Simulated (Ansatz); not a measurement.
# GaCS (quartet): wave-function methods side by side at a displaced geometry (v1), cc-pVDZ

An exercise on one series of results from a longer session: the logs are not shown, and one member is left open.

Computed with Ansatz 0.2.0, Gaussian basis. Level: cc-pVDZ, core rule «outside noble gas», up to 20 orbitals frozen.

The runs, in order: UHF; CCSD(T) on ROHF; CCSD(T) on UHF; BCCD(T) on ROHF; CISD as a restricted active space (open shells left free, so some higher excitations enter); CCSDT(Q) on ROHF; CCSDT(Q) on UHF.

23 further runs of the same task are left out: 7 for a known fault of the program, 6 that didn't finish, 10 set aside as unsound or not needed. Runs told in other sessions of the task aren't counted.

## The geometry

The geometry is a PBE0/def2-TZVP stationary point (not a proven minimum) with its atoms shifted at random (size 0.040 Å). No spin-orbit coupling is included. The filled d shell of Ga may be among the frozen orbitals whatever the setting's name suggests.

3 atoms, charge 0, spin multiplicity 4.

Atoms are counted from 1 here; the program's logs count them from 0.

Bond lengths: C1–S2 1.706 Å, C1–Ga3 1.943 Å, S2–Ga3 2.443 Å. Angles: S2–C1–Ga3 83.8°, C1–S2–Ga3 52.3°, C1–Ga3–S2 44.0°.

The first run:

File in.yaml:

```yaml
crystal:
  periodic: [false, false, false]
  atoms:
    - {symbol: C, position_ang: [-0.028642, -1.182593, 0.611278]}
    - {symbol: S, position_ang: [-0.029475, 0.208050, 1.599639]}
    - {symbol: Ga, position_ang: [0.018489, 0.108037, -0.840961]}
basis:
  gaussian: {orbitals: cc-pVDZ}
magnetization: {spin_polarized: true, initial_magnetization: 3}
hamiltonian: {xc: hf}
output: {orbitals: {seedname: orbitals}}
```

The run is started by

```console
ansatz run in.yaml --threads 1 --pin off --events-out ev --progress --plain --max-ram 2393MiB
```

Steps of the session up to this table: UHF; CCSD(T) on ROHF; CCSD(T) on UHF; BCCD(T) on ROHF; CISD as a restricted active space (open shells left free, so some higher excitations enter); CCSDT(Q) on ROHF; CCSDT(Q) on UHF.

One of the session's tables, all rows but one given; the rest of the session is left out.

It belongs to the step «Misses and costs». 

```
   method  from RCCSDT(Q) (meV)
     ROHF               +8897.1
      UHF                     ?
     RMP2               +1276.5
     UMP2               +1442.4
    RCCSD                +548.2
    UCCSD                +529.5
 RCCSD(T)                 +91.9
 UCCSD(T)                +109.9
  BCCD(T)                 +87.9
   RCCSDT                 +47.1
   UCCSDT                 +37.9
RCCSDT(Q)                     0
UCCSDT(Q)                 -21.6
```

**Question.** Estimate the row for UHF.

As computed: from RCCSDT(Q) (meV): +8476.8. In the column «from RCCSDT(Q) (meV)» it lies between UMP2 (+1442.4) and ROHF (+8897.1).

Not comparable, so not listed: CISD as a restricted active space (open shells left free, so some higher excitations enter) (they don't share determinant, frozen orbitals or solution with the rows shown, or repeat one).

To keep in mind: Restricted and unrestricted rows rest on different reference determinants; a gap between their highest levels can come from leftover correlation error, from unlike frozen cores or from another state.
